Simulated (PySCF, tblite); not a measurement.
**C₅H₁₅OPSi: geometry, infrared bands and NMR shifts**

Aim: predict the infrared bands and NMR shifts of C₅H₁₅OPSi (`CC(C)(CO)C[SiH2]P`).

Computed with tblite 0.8.0 and PySCF 2.14.0, with density-fitted response routines of our own, on a single molecule in the gas phase. Atoms are numbered from 0 throughout.

## (1) The starting structure

23 atoms, charge 0, multiplicity 1; geometry from: force field or distance geometry start.

Bonds of the start (Å): C0–C1 1.53, C1–C2 1.55, C1–C3 1.54, C3–O4 1.44, C1–C5 1.56, C5–Si6 1.87, Si6–P7 2.22, C0–H8 1.10, C0–H9 1.11, C0–H10 1.09, C2–H11 1.11, C2–H12 1.10, C2–H13 1.09, C3–H14 1.09, C3–H15 1.08, O4–H16 0.97, C5–H17 1.10, C5–H18 1.11, Si6–H19 1.48, Si6–H20 1.49, P7–H21 1.41, P7–H22 1.42.

## (2) Optimising the geometry with GFN2-xTB

What the job is given:

```
{"job": {"kind": "relax", "xc": "GFN2-xTB", "basis": "xTB"}, "charge": 0, "multiplicity": 1}
C     -1.080500     1.043600    -0.844600
C     -0.848600    -0.058600     0.185600
C     -1.953400     0.033400     1.263700
C     -0.958400    -1.429800    -0.514100
O     -0.628600    -2.490000     0.400300
C      0.507800     0.128200     0.937000
Si     2.140800    -0.042800     0.037200
P      2.673000     1.855500    -0.990200
H     -0.975900     2.037400    -0.395100
H     -2.106200     0.978300    -1.253400
H     -0.398100     0.973000    -1.688500
H     -2.956900    -0.093600     0.810500
H     -1.953800     1.015800     1.766200
H     -1.846300    -0.730700     2.032000
H     -1.982300    -1.595800    -0.864700
H     -0.291900    -1.502700    -1.357800
H     -0.745500    -3.320900    -0.087200
H      0.552500    -0.599800     1.765400
H      0.509100     1.116400     1.432900
H      2.115800    -1.133400    -0.960600
H      3.233300    -0.293900     1.012000
H      4.009400     1.525300    -1.287200
H      2.979900     2.612000     0.174800
```

On the command line:

```sh
$ OMP_NUM_THREADS=1 python probes_run.py task.json out
```

One launch serves the whole session: the jobs run in the order shown.

Standard output:

```text
step      E/eV     max force
  0    -725.28187    1.116
  1    -725.35579    0.505
  2    -725.38051    0.288
  3    -725.39696    0.350
  4    -725.41737    0.409
  5    -725.42985    0.294
  6    -725.43559    0.164
  7    -725.43879    0.144
  8    -725.44217    0.140
  9    -725.44567    0.152
 10    -725.44875    0.113
 11    -725.45126    0.109
 12    -725.45395    0.141
 13    -725.45700    0.160
 14    -725.45969    0.129
 15    -725.46175    0.093
 16    -725.46352    0.094
 17    -725.46523    0.094
 18    -725.46681    0.100
 19    -725.46809    0.092
 20    -725.46918    0.073
 21    -725.47029    0.081
 22    -725.47131    0.079
 23    -725.47217    0.058
 24    -725.47302    0.067
 25    -725.47411    0.089
 26    -725.47548    0.112
 27    -725.47685    0.094
 28    -725.47788    0.072
 29    -725.47860    0.062
 30    -725.47921    0.060
 31    -725.47974    0.056
 32    -725.48015    0.039
 33    -725.48047    0.037
 34    -725.48072    0.033
 35    -725.48090    0.027
 36    -725.48104    0.025
 37    -725.48113    0.021
 38    -725.48122    0.018
 39    -725.48129    0.018
 40    -725.48137    0.024
 41    -725.48148    0.033
 42    -725.48164    0.038
 43    -725.48184    0.036
 44    -725.48200    0.027
 45    -725.48208    0.018
 46    -725.48214    0.015
 47    -725.48219    0.018
 48    -725.48226    0.021
 49    -725.48232    0.018
 50    -725.48238    0.016
 51    -725.48244    0.015
 52    -725.48250    0.016
 53    -725.48255    0.017
 54    -725.48261    0.017
 55    -725.48266    0.021
 56    -725.48271    0.019
 57    -725.48276    0.015
 58    -725.48280    0.014
 59    -725.48283    0.012
 60    -725.48285    0.010
 61    -725.48287    0.009
```

Wall time 0.6 s (1 thread of Arm Neoverse V1, shared host).

Relaxation path: (not every step is listed)

```csv
step,energy from step 0 (eV),largest force (eV/Å)
0,0.0000,1.1162
1,-0.0739,0.5054
2,-0.0986,0.2875
3,-0.1151,0.3497
4,-0.1355,0.4087
5,-0.1480,0.2939
6,-0.1537,0.1636
7,-0.1569,0.1441
8,-0.1603,0.1403
12,-0.1721,0.1409
16,-0.1816,0.0941
20,-0.1873,0.0725
24,-0.1911,0.0667
28,-0.1960,0.0721
32,-0.1983,0.0392
36,-0.1992,0.0246
40,-0.1995,0.0242
44,-0.2001,0.0267
48,-0.2004,0.0212
52,-0.2006,0.0156
56,-0.2008,0.0188
57,-0.2009,0.0151
58,-0.2009,0.0141
59,-0.2010,0.0119
60,-0.2010,0.0100
61,-0.2010,0.0086
```

Close pairs (by a distance rule), those that changed most:

```csv
bond,before (Å),after (Å),change (Å)
P7–H22,1.423,1.383,-0.039
C5–Si6,1.872,1.906,+0.034
C1–C5,1.562,1.533,-0.028
C3–O4,1.438,1.412,-0.027
P7–H21,1.408,1.382,-0.027
Si6–P7,2.223,2.249,+0.026
C3–H15,1.078,1.099,+0.021
C2–H11,1.108,1.088,-0.020
```

The final coordinates are the input of the step that follows.

## (3) Vibrational analysis with GFN2-xTB

What the job is given:

```
{"job": {"kind": "ir", "xc": "GFN2-xTB", "basis": "xTB"}, "charge": 0, "multiplicity": 1}
C     -0.983958     1.049258    -0.820747
C     -0.844573    -0.047719     0.232831
C     -1.994737     0.059614     1.240848
C     -0.925799    -1.416661    -0.459400
O     -0.581750    -2.436260     0.454068
C      0.482150     0.085636     0.990026
Si     2.101130    -0.070281    -0.003744
P      2.526014     1.865109    -1.067491
H     -0.932816     2.029255    -0.351406
H     -1.938000     0.964970    -1.337944
H     -0.186247     0.984565    -1.558771
H     -2.956157     0.020551     0.732449
H     -1.935398     0.996557     1.789913
H     -1.944421    -0.764402     1.948045
H     -1.949246    -1.568191    -0.833762
H     -0.244111    -1.431383    -1.320882
H     -0.647891    -3.286196     0.008868
H      0.495620    -0.685144     1.760681
H      0.480675     1.049901     1.505620
H      2.106490    -1.102160    -1.048425
H      3.174756    -0.409163     0.944888
H      3.853009     1.567335    -1.310694
H      2.840506     2.571792     0.079336
```

Standard output:

```text
mode    cm-1     km/mol
  1     -27.6      1.48
  2      32.9      1.80
  3      85.9      6.61
  4      95.9      1.18
  5     154.1      5.35
  6     189.8      0.12
  7     212.1      0.12
  8     239.5      2.87
  9     257.3     18.21
 10     277.2    144.56
 11     326.8      1.14
 12     330.0      8.32
 13     382.8      3.32
 14     396.3     34.83
 15     461.2     17.77
 16     471.1     23.66
 17     499.3      0.60
 18     574.7      7.94
 19     636.1    191.52
 20     690.6     24.89
 21     701.0     14.76
 22     743.1     93.04
 23     793.5    111.43
 24     803.3    264.95
 25     822.0     43.79
 26     942.1      2.03
 27     957.7      2.75
 28     964.5      6.69
 29     997.4      5.83
 30    1025.4      1.62
 31    1092.0     71.74
 32    1113.6      5.90
 33    1150.5     16.08
 34    1158.9     58.94
 35    1187.2     38.03
 36    1236.1      5.52
 37    1274.5      8.03
 38    1284.6     20.96
 39    1308.6     23.23
 40    1377.1      7.70
 41    1403.7      4.96
 42    1420.5      3.26
 43    1456.9      2.28
 44    1487.2      2.38
 45    1490.2      1.63
 46    1497.6      2.61
 47    1502.7      2.91
 48    1507.6      4.61
 49    2172.7    314.44
 50    2204.8    163.21
 51    2305.6    129.95
 52    2392.6    157.44
 53    2857.8     94.50
 54    2894.5     58.29
 55    2950.6     37.33
 56    2999.7     12.53
 57    3016.9     36.11
 58    3022.0     13.39
 59    3025.9     97.14
 60    3031.2     12.65
 61    3035.8     47.25
 62    3046.5     21.06
 63    3571.6      9.63
```

Wall time 1.2 s (1 thread of Arm Neoverse V1, shared host).

The strongest bands and the atoms that carry them (share of the mass-weighted mode):

```csv
cm⁻¹,km/mol,atoms
277,144.6,H16 83 %
636,191.5,"H20 42 %, H21 22 %, H19 18 %"
794,111.4,"C5 26 %, H17 19 %, H18 19 %, H19 13 %"
803,264.9,"H20 37 %, H19 37 %"
2173,314.4,H20 93 %
2205,163.2,H19 93 %
2306,129.9,"H22 56 %, H21 40 %"
2393,157.4,"H21 57 %, H22 40 %"
```

## (4) Shielding tensors: PBE0/pcSseg-1

Settings changed since step 3:

```diff
@@ -1,2 +1,2 @@
-{"job": {"kind": "ir", "xc": "GFN2-xTB", "basis": "xTB"}, "charge": 0, "multiplicity": 1}
+{"job": {"kind": "nmr", "xc": "PBE0", "basis": "pcSseg-1"}, "charge": 0, "multiplicity": 1}
 C     -0.983958     1.049258    -0.820747
```

With the program's defaults for keys left out, this is: GIAO PBE0/pcSseg-1 NMR shielding, non-relativistic, gas phase.

Standard output:

```text
coarse grid: 19064 points
cycle   1  E = -904.8316337764  dE =  6.072e-01  |g| = 6.944e-01  |ddm| = 4.065e+00
cycle   2  E = -904.7609138629  dE =  7.072e-02  |g| = 9.299e-01  |ddm| = 1.478e+00
cycle   3  E = -904.9317998179  dE = -1.709e-01  |g| = 7.868e-02  |ddm| = 9.513e-01
cycle   4  E = -904.9328458669  dE = -1.046e-03  |g| = 3.247e-02  |ddm| = 9.278e-02
cycle   5  E = -904.9330787505  dE = -2.329e-04  |g| = 5.470e-03  |ddm| = 3.322e-02
cycle   6  E = -904.9330848630  dE = -6.113e-06  |g| = 2.457e-03  |ddm| = 8.599e-03
final grid: 171680 points
cycle   7  E = -904.9932560937  dE = -6.560e-05  |g| = 1.308e-02  |ddm| = 4.673e-02
cycle   8  E = -904.9932227874  dE =  3.331e-05  |g| = 1.782e-02  |ddm| = 3.023e-02
cycle   9  E = -904.9932967411  dE = -7.395e-05  |g| = 1.103e-03  |ddm| = 1.775e-02
cycle  10  E = -904.9932969801  dE = -2.390e-07  |g| = 3.084e-04  |ddm| = 1.366e-03
cycle  11  E = -904.9932969995  dE = -1.934e-08  |g| = 7.678e-05  |ddm| = 3.467e-04
cycle  12  E = -904.9932970005  dE = -1.020e-09  |g| = 3.335e-05  |ddm| = 1.018e-04
cycle  13  E = -904.9932970007  dE = -2.397e-10  |g| = 2.754e-06  |ddm| = 2.916e-05
converged SCF energy = -904.9932970007

GIAO shielding tensors (ppm)
atom      isotropic    diamagn.    paramagn.     s11        s22        s33       span
  0 C      156.532     248.424     -91.892    142.337    146.213    181.046     38.709
  1 C      150.249     243.476     -93.227    143.854    151.550    155.343     11.489
  2 C      154.236     246.992     -92.756    126.499    147.296    188.912     62.413
  3 C      112.397     246.187    -133.790     90.831    102.654    143.707     52.876
  4 O      307.972     388.026     -80.054    269.029    271.748    383.138    114.108
  5 C      163.262     252.602     -89.340    147.157    157.696    184.931     37.774
  6 Si     404.756     880.159    -475.404    371.296    396.543    446.428     75.132
  7 P      617.155     967.168    -350.013    544.522    608.270    698.673    154.151
  8 H       30.861      32.034      -1.173     27.229     29.210     36.144      8.915
  9 H       30.880      31.585      -0.705     26.624     28.583     37.434     10.809
 10 H       30.190      31.513      -1.323     24.590     29.877     36.103     11.512
 11 H       30.946      30.856       0.091     26.914     27.623     38.302     11.388
 12 H       30.900      30.963      -0.063     26.853     29.220     36.628      9.774
 13 H       29.800      30.468      -0.668     25.399     28.476     35.525     10.126
 14 H       28.088      32.122      -4.034     23.686     28.536     32.041      8.354
 15 H       27.800      32.600      -4.800     24.989     28.075     30.337      5.348
 16 H       31.157      30.930       0.227     21.187     26.369     45.915     24.728
 17 H       29.798      32.773      -2.975     25.231     29.413     34.750      9.519
 18 H       31.313      33.816      -2.502     26.720     31.469     35.750      9.030
 19 H       27.345      30.038      -2.693     23.129     27.217     31.688      8.559
 20 H       27.140      29.554      -2.414     22.323     25.867     33.231     10.908
 21 H       30.622      28.850       1.772     24.950     26.827     40.088     15.138
 22 H       30.750      29.888       0.862     25.245     28.372     38.633     13.387
```

Wall time 57 s (1 thread of Arm Neoverse V1, shared host); peak memory 1.1 GiB.

Shifts follow as δ = σ(reference) − σ, with reference shieldings (ppm) from runs at the same level and on the same kind of geometry: 1H TMS 31.72, 13C TMS 186.9, 29Si TMS 349.2, 17O H2O 336.1, 31P H3PO4 318.4. The references are single molecules in the gas phase, so shifts against H2O, NH3, PH3, H3PO4 or CFCl3 are not on the usual liquid scales and can be off by tens of ppm. Atoms listed in one row are averaged.

```csv
atoms,environment,σ (ppm),δ (ppm),δ scaled to CDCl3
C3,sp3 CH2 bonded to O,112.4,74.5,70.8
C1,quaternary sp3 carbon,150.2,36.7,33.9
"C0, C2",methyl carbon,155.4,31.5,28.9
C5,sp3 CH2 bonded to Si,163.3,23.7,21.2
"H19, H20","hydrogen on a silicon bonded to C, P",27.24,4.47,–
"H14, H15",hydrogen on an sp3 CH2 bonded to O,27.94,3.77,3.66
"H17, H18",hydrogen on an sp3 CH2 bonded to Si,30.56,1.16,1.20
"H8, H9, H10, H11, H12, H13",hydrogen on a methyl carbon,30.60,1.12,1.16
"H21, H22",hydrogen on a phosphorus bonded to Si,30.69,1.03,–
H16,hydrogen on an alcohol oxygen,31.16,0.56,–
O4,alcohol oxygen,308.0,28.1,–
Si6,"silicon bonded to C, P, 2 H",404.8,-55.6,–
P7,"phosphorus bonded to Si, 2 H",617.2,-298.8,–
```

The scaled column applies a straight-line fit of computed shieldings to shifts measured in CDCl3 (root-mean-square error 0.16 ppm for H, 1.9 ppm for C).

Charges from the same density, by scheme (e):

```csv
atoms,Mulliken,IAO,Hirshfeld,ESP fit
"C0, C2",-0.15,-0.42,-0.12,-0.64
C1,-0.62,0.06,0.02,0.81
C3,0.16,-0.05,0.00,0.00
O4,-0.45,-0.56,-0.21,-0.66
C5,-0.40,-0.53,-0.16,-0.47
Si6,0.41,0.57,0.28,0.46
P7,-0.24,-0.12,-0.02,-0.40
```

Mayer bond orders: C0–C1 1.02, C1–C2 1.02, C1–C3 0.97, C3–O4 0.97, C1–C5 0.99, C5–Si6 0.91, Si6–P7 1.01.

## (5) Outcome

| quantity | value |
| --- | --- |
| strongest single infrared mode (GFN2-xTB) | 2173 cm⁻¹, 314 km/mol |
| zero-point energy (GFN2-xTB) | 116.6 kcal/mol |
| 13C shifts against TMS (PBE0/pcSseg-1, means over atoms taken as alike) | 74.5, 36.7, 31.5, 23.7 ppm |
| 1H shifts against TMS (PBE0/pcSseg-1, means over atoms taken as alike) | 4.47, 3.77, 1.16, 1.12, 1.03, 0.56 ppm |
| 17O shifts against H2O (PBE0/pcSseg-1) | 28.1 ppm |
| 29Si shifts against TMS (PBE0/pcSseg-1) | -55.6 ppm |
| 31P shifts against H3PO4 (PBE0/pcSseg-1) | -298.8 ppm |

What this shows: Relaxing lowered the energy by 0.201 eV in 61 steps; the close pair that moved most is P7–H22, from 1.423 to 1.383 Å. The lowest mode is imaginary (28i cm⁻¹), so the xTB geometry is not a minimum. The strongest single mode, at 2173 cm⁻¹, moves mainly H20. Unscaled tight-binding wavenumbers are off by several per cent, some by more. Its intensities can rank the bands wrongly. The most deshielded carbon is C3 (sp3 CH2 bonded to O), at 74.5 ppm: pulled downfield by the heteroatom. At PBE0/pcSseg-1: Shielding is most anisotropic at P7 (span 154 ppm, paramagnetic term -350 ppm).
